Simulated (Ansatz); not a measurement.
I need a geometry optimisation of C2H8FNSi, SMILES CC(F)[SiH2]N. Use Ansatz's Python interface. Use: CAM-B3LYP, 6-31G* basis, multiplicity 1.

The script reads `c2h8fnsi.xyz`:
```text
13

C    -0.68840   -0.99890    1.25270
C     0.60220   -0.65680    0.59160
F     1.16970   -1.85390    0.30770
Si    0.62790    0.34990   -0.98850
N    -0.18010    1.86230   -0.82430
H    -1.38190   -1.51430    0.56640
H    -1.23850   -0.03670    1.53130
H    -0.55220   -1.54730    2.13170
H     1.25040   -0.12660    1.36150
H     1.90810    0.61740   -1.49550
H    -0.26050   -0.32500   -2.01360
H     0.00410    2.41530   -1.63790
H    -1.24030    1.77970   -0.76840
```

Script `c2h8fnsi.py`:
```python
"""Relax the C2H8FNSi molecule."""

import logging
import sys

import ansatz as az
import numpy as np

logging.basicConfig(stream=sys.stdout, format="%(levelname)s:%(name)s:%(message)s")
log = logging.getLogger("ansatz_job")
log.setLevel(logging.INFO)

geometry = az.Crystal.molecule_from_extxyz("c2h8fnsi.xyz")

base = (
    geometry.calculation()
    .basis(gaussian="6-31G*")
    .functional("CAM-B3LYP")
)
symbols = [site.symbol for site in geometry.cartesian_sites]
start = np.array([site.position_ang for site in geometry.cartesian_sites], dtype=float)
def progress(event):
    if event["event"] == "relax_step":
        row = event["data"]
        log.info(f"step {row['step']:3d}  E = {row['lagrangian_ev']:.6f} eV  largest force component {row['allowed_force_max_ev_ang']:.4f} eV/A")


r = base.relax(force_tolerance=0.005).session().plan().execute(on_event=progress).report
end = np.array(r["positions_ang"])

log.info(f"E = {r['free_energy_ev']:.6f} eV = {r['free_energy_ev'] / 27.211386246:.7f} Ha")
print("converged:", r["converged"], " doubts:", r["published_state_doubts"] or "none")

log.info("final positions (A) and the move of each atom")
for symbol, xyz, old in zip(symbols, end, start):
    log.info(f"{symbol:2s} {xyz[0]:10.5f} {xyz[1]:10.5f} {xyz[2]:10.5f}   {np.linalg.norm(xyz - old):7.4f}")
with open("c2h8fnsi_opt.xyz", "w") as handle:
    handle.write(f"{len(symbols)}\nrelaxed C2H8FNSi\n")
    handle.writelines(f"{s:2s} {x:11.6f} {y:11.6f} {z:11.6f}\n" for s, (x, y, z) in zip(symbols, end))
```

```console
$ python c2h8fnsi.py
INFO:ansatz_job:step   1  E = -14285.584067 eV  largest force component 2.9122 eV/A
INFO:ansatz_job:step   2  E = -14286.099320 eV  largest force component 0.9533 eV/A
INFO:ansatz_job:step   3  E = -14286.170784 eV  largest force component 0.5530 eV/A
INFO:ansatz_job:step   4  E = -14286.096209 eV  largest force component 1.0571 eV/A
INFO:ansatz_job:step   5  E = -14286.200759 eV  largest force component 0.1741 eV/A
INFO:ansatz_job:step   6  E = -14286.203220 eV  largest force component 0.1116 eV/A
INFO:ansatz_job:step   7  E = -14286.204557 eV  largest force component 0.0420 eV/A
INFO:ansatz_job:step   8  E = -14286.204913 eV  largest force component 0.0270 eV/A
INFO:ansatz_job:step   9  E = -14286.204995 eV  largest force component 0.0520 eV/A
INFO:ansatz_job:step  10  E = -14286.204903 eV  largest force component 0.1131 eV/A
INFO:ansatz_job:step  11  E = -14286.205113 eV  largest force component 0.0042 eV/A
INFO:ansatz_job:step  12  E = -14286.205120 eV  largest force component 0.0077 eV/A
INFO:ansatz_job:step  13  E = -14286.205123 eV  largest force component 0.0060 eV/A
INFO:ansatz_job:step  14  E = -14286.205125 eV  largest force component 0.0030 eV/A
INFO:ansatz_job:E = -14286.205237 eV = -525.0083589 Ha
converged: True  doubts: none
INFO:ansatz_job:final positions (A) and the move of each atom
INFO:ansatz_job:C    -0.71814   -0.95203    1.23784    0.0575
INFO:ansatz_job:C     0.61475   -0.63160    0.59172    0.0281
INFO:ansatz_job:F     1.27703   -1.84313    0.31464    0.1081
INFO:ansatz_job:Si    0.50353    0.28499   -1.06555    0.1601
INFO:ansatz_job:N    -0.27301    1.81883   -0.88543    0.1194
INFO:ansatz_job:H    -1.35669   -1.52486    0.55782    0.0286
INFO:ansatz_job:H    -1.24007   -0.02876    1.51055    0.0223
INFO:ansatz_job:H    -0.57480   -1.54496    2.14654    0.0271
INFO:ansatz_job:H     1.24421   -0.07630    1.29863    0.0808
INFO:ansatz_job:H     1.87422    0.55683   -1.56268    0.0966
INFO:ansatz_job:H    -0.19275   -0.63970   -2.00291    0.3221
INFO:ansatz_job:H     0.14036    2.64163   -1.30056    0.4285
INFO:ansatz_job:H    -1.27815    1.90416   -0.82591    0.1422
```

File `c2h8fnsi_opt.xyz` afterwards:
```text
13
relaxed C2H8FNSi
C    -0.718141   -0.952031    1.237836
C     0.614748   -0.631602    0.591719
F     1.277032   -1.843128    0.314639
Si    0.503533    0.284989   -1.065554
N    -0.273006    1.818826   -0.885433
H    -1.356694   -1.524861    0.557819
H    -1.240071   -0.028762    1.510553
H    -0.574796   -1.544965    2.146542
H     1.244215   -0.076295    1.298632
H     1.874222    0.556832   -1.562676
H    -0.192753   -0.639699   -2.002915
H     0.140360    2.641634   -1.300557
H    -1.278148    1.904162   -0.825905
```

Total energies depend on the basis set; only differences at equal settings carry meaning. The end point is the stationary point reached from this start; no frequency run checks that it is a minimum, and the basis set is modest. Wall time of the script: 90 s on 1 thread of Arm Neoverse V1 (shared host), peak memory 0.32 GiB.
